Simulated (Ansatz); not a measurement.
# C2H3BClF3O: up Jacob's ladder to CCSD(T)

How much do the methods differ for C2H3BClF3O? The plan is to run it at one geometry with functionals of several rungs and with coupled cluster, and see how far each lands from CCSD(T) at the basis-set limit for the atomisation energy.

Program: Ansatz 0.2.0, Gaussian basis. Level of theory: functionals in def2-TZVPP, the program's frozen cores in correlated methods. These are calculated values, not measurements.

The runs, in order: LDA (SPW92), PBE-D4, revPBE-D4, BLYP-D4, r2SCAN-D4, B97M-V, PBE0-D4, B3LYP-D4, r2SCANh-D4, r2SCAN0-D4, HSE06-D4, BHLYP-D4, CAM-B3LYP-D4, LC-ωPBE, ωB97X-V, ωB97M-V, B2PLYP, PBE-QIDH; CCSD(T)/def2-SVP; CCSD(T)/def2-TZVPP; MP2/def2-QZVPP; extrapolation to the limit; RPA on PBE.

## (1) The relaxed structure

The geometry comes from an earlier relaxation with PBE0-D4 in a triple-zeta def2 set; it is a stationary point, not always the lowest conformer.

11 atoms, charge 0, spin multiplicity 1.

Atoms are counted from 1 here; the program's logs count them from 0.

Bond lengths: F1–C2 1.338 Å, C2–F3 1.331 Å, C2–F4 1.336 Å, C2–C5 1.515 Å, C5–O6 1.402 Å, C5–H9 1.094 Å, C5–H10 1.091 Å, O6–B7 1.345 Å, B7–Cl8 1.745 Å, B7–H11 1.194 Å. Angles: F1–C2–F3 108.1°, F1–C2–F4 108.0°, F1–C2–C5 109.3°, F3–C2–F4 107.7°, F3–C2–C5 112.2°, F4–C2–C5 111.4°, C2–C5–O6 110.0°, C2–C5–H9 107.8°, C2–C5–H10 108.0°, O6–C5–H9 112.2°, O6–C5–H10 109.1°, H9–C5–H10 109.6°, C5–O6–B7 121.2°, O6–B7–Cl8 118.0°, O6–B7–H11 122.1°, Cl8–B7–H11 119.9°.

As a file:

```csv
atom,x (Å),y (Å),z (Å)
F1,-1.5108,1.8220,1.0165
C2,-1.0233,1.0498,0.0389
F3,-0.9639,1.7791,-1.0731
F4,-1.8901,0.0553,-0.1720
C5,0.3360,0.5208,0.4491
O6,0.8648,-0.2844,-0.5691
B7,0.9219,-1.6216,-0.4407
Cl8,1.5449,-2.5480,-1.7820
H9,0.2126,-0.0272,1.3874
H10,0.9964,1.3750,0.6082
H11,0.5768,-2.1779,0.5575
```

## (2) LDA

This LDA is Slater exchange with PW92 correlation.

Input file in.yaml:

```yaml
crystal:
  periodic: [false, false, false]
  atoms:
    - {symbol: F, position_ang: [-1.510775, 1.822010, 1.016461]}
    - {symbol: C, position_ang: [-1.023260, 1.049766, 0.038915]}
    - {symbol: F, position_ang: [-0.963864, 1.779079, -1.073125]}
    - {symbol: F, position_ang: [-1.890130, 0.055341, -0.172049]}
    - {symbol: C, position_ang: [0.336044, 0.520796, 0.449094]}
    - {symbol: O, position_ang: [0.864819, -0.284370, -0.569089]}
    - {symbol: B, position_ang: [0.921919, -1.621596, -0.440704]}
    - {symbol: Cl, position_ang: [1.544927, -2.548031, -1.782033]}
    - {symbol: H, position_ang: [0.212628, -0.027180, 1.387378]}
    - {symbol: H, position_ang: [0.996383, 1.375016, 0.608163]}
    - {symbol: H, position_ang: [0.576807, -2.177929, 0.557488]}
basis:
  gaussian: {orbitals: def2-TZVPP}
hamiltonian: {xc: lda}
output: {orbitals: {seedname: orbitals}}
```

After this run come: PBE-D4 (GGA); revPBE-D4 (GGA); BLYP-D4 (GGA); r2SCAN-D4 (meta-GGA); B97M-V (meta-GGA); PBE0-D4 (hybrid); B3LYP-D4 (hybrid); r2SCANh-D4 (hybrid); r2SCAN0-D4 (hybrid); HSE06-D4 (hybrid); BHLYP-D4 (hybrid); CAM-B3LYP-D4 (range-separated); LC-ωPBE (range-separated); ωB97X-V (range-separated); ωB97M-V (range-separated); B2PLYP (double hybrid); PBE-QIDH (double hybrid); CCSD(T) in def2-SVP; CCSD(T) in def2-TZVPP; MP2 in def2-QZVPP; RPA on PBE orbitals.

Before running them: what should the planned runs give, taken together? Wanted: atomisation energy, CCSD(T)/CBS; farthest beyond LDA; mean size of error, GGA; mean size of error, meta-GGA; mean size of error, hybrid; mean size of error, range-separated; mean size of error, double hybrid; gap, smallest and largest; T1 diagnostic.

As calculated:

| quantity | value |
| --- | --- |
| atomisation energy, CCSD(T)/CBS | 4481.6 kJ/mol |
| functionals within 22.4 kJ/mol (0.5 %) | revPBE-D4, BLYP-D4, B3LYP-D4, r2SCANh-D4, PBE-QIDH |
| farthest beyond LDA | BHLYP-D4 (-205.2 kJ/mol) |
| mean size of error, GGA | 71.9 kJ/mol |
| mean size of error, meta-GGA | 40.6 kJ/mol |
| mean size of error, hybrid | 63.8 kJ/mol |
| mean size of error, range-separated | 36.0 kJ/mol |
| mean size of error, double hybrid | 20.3 kJ/mol |
| gap, smallest and largest | 5.82 eV (LDA (SPW92)), 13.57 eV (LC-ωPBE) |
| T1 diagnostic | 0.0124 |
| triples share of the correlation energy | 3.5 % |

**Reading.** LDA overbinds by 873.9 kJ/mol (20 %). PBE-D4 is off by +184.1 kJ/mol. Double hybrids carry the basis error of their MP2 part in triple zeta, and no dispersion term here, so their miss is partly the set-up's. By mean error the best rung here is double hybrid (20.3 kJ/mol) and the worst beyond LDA is GGA (71.9 kJ/mol). Misses under about 22.4 kJ/mol are within the doubt on the reference itself, which lacks core-valence correlation, relativity and higher excitations. Hartree-Fock recovers 71 % of the binding; the rest is correlation. CCSD(T) in def2-SVP is off by -188.3 kJ/mol, so the small basis spoils what the method gains. Orbital gaps span 5.8 to 13.6 eV; exact exchange widens them.
